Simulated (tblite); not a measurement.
# Ge2H6NO2: the cost of one run

Computed with tblite 0.8.0 and PySCF 2.14.0; each step states its level. No surroundings beyond the atoms listed, unless a continuum is named. Atoms count from 0, parts from 1.

### Step 1. The system as given

11 atoms, charge 0, multiplicity 2; geometry: distance geometry start.

### Step 2. Geometry optimisation with GFN2-xTB

Job settings and geometry (Å):

```
{"job": {"kind": "relax", "xc": "GFN2-xTB", "basis": "xTB"}, "charge": 0, "multiplicity": 2}
Ge    -0.760664    -0.267482     0.105403
O      0.696898    -0.632358    -0.848210
Ge     1.935823     0.559162    -0.333618
O     -1.912575     0.444196    -1.004708
N     -1.294109    -1.792917     0.953703
H     -0.406380     0.804893     1.190234
H      3.067587    -0.184033     0.431130
H      2.523775     1.207556    -1.595302
H      1.326196     1.669998     0.550266
H     -2.850283     0.051065    -0.964811
H     -2.318174    -1.891745     1.080137
```

Method: GFN2-xTB geometry optimisation, gas phase.

Launch:

```sh
OMP_NUM_THREADS=1 python cluster_run.py task.json out
```

The driver reads the jobs from task.json and runs them one after another.

**Question.** How long does this first job take on 1 thread of Arm Neoverse V1, shared host?

About 3.1 s.
